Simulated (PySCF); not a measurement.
**CoOBr: relaxation and vibrations of the quintet**

Where does quintet CoOBr go from a PBE0 minimum start, is the end point a minimum, and what are its modes, charges and moments?

Program: PySCF 2.14.0. Level of theory: PBE0, basis Co def2-SVP, O def2-SVP, Br def2-SVP, no relativity, density fitting. These are calculated values, not measurements.

### Step 1. The system as given

3 atoms, charge 0, spin multiplicity 5.

Bond lengths: Co1–O2 1.610 Å, Co1–Br3 2.268 Å. Angles: O2–Co1–Br3 180.0°.

```xyz
3
charge 0 multiplicity 5
Co    0.0000    0.0000   -0.9962
O     0.0000    0.0000   -2.6066
Br    0.0000    0.0000    1.2721
```

### Step 2. The SCF at the typed geometry

The steps below are one call of a driver around PySCF. For each, scf.py gives the equivalent set-up of the SCF; relaxations use the driver's own optimiser. After this first run the driver tries any further starts and a stability analysis.

Input file scf.py:

```python
from pyscf import gto, scf, dft
mol = gto.M(atom='''
Co     0.000000     0.000000    -0.996226
O      0.000000    -0.000000    -2.606563
Br    -0.000000     0.000000     1.272113''',
    basis={'Co': 'def2-SVP', 'O': 'def2-SVP', 'Br': 'def2-SVP'},
    charge=0, spin=4)
mf = dft.UKS(mol, xc='PBE0')
mf.grids.atom_grid = (50, 194)
aux = {'Co': 'def2-universal-JKFIT', 'O': 'def2-universal-JKFIT', 'Br': 'def2-universal-JKFIT'}
mf = mf.density_fit(auxbasis=aux)
mf.conv_tol = 1e-08
mf.diis_space = 10
mf.max_cycle = 60
mf.init_guess = 'minao'
mf.verbose = 4
mf.kernel()
```

Command:

```bash
OMP_NUM_THREADS=2 python axn.py task.json out
```

After this run come: Relaxation: PBE0 minimum start, quintet; Hessian and properties.

Q: Predict the outcome of this session. Wanted: minimum; geometry; wavenumbers; dipole moment; highest occupied, lowest empty level; polar-tensor charge of Co1; zero-point energy; atomisation energy; ⟨S²⟩.

As calculated:

```
                                          quantity                                        value
                                           minimum                                 quintet, C∞v
                                          geometry  Co–Br 2.268 Å, Co–O 1.610 Å; Br–Co–O 180.0°
                                wavenumbers (cm⁻¹)                             87, 87, 304, 878
                                     dipole moment                                       0.41 D
highest occupied, lowest empty level (either spin)                              -8.21, -4.09 eV
                        polar-tensor charge of Co1                                      +1.07 e
                                 zero-point energy                                   8.1 kJ/mol
                               entropy at 298.15 K                              299.1 J/(mol K)
         atomisation energy (no zero-point energy)                                   711 kJ/mol
                                              ⟨S²⟩                                        6.016
```

In words: The molecule stays C∞v, as typed, and the end point is a minimum. The strongest infrared band lies at 87 cm⁻¹ (bend). Most of the spin sits on Co1 (Mulliken spin 2.87, against 4 for the whole molecule). Other starts or spin states, not run here, may lie lower. The SCF density has lower symmetry than the nuclear frame. One determinant may miss the lowest occupation of an open d or f shell.
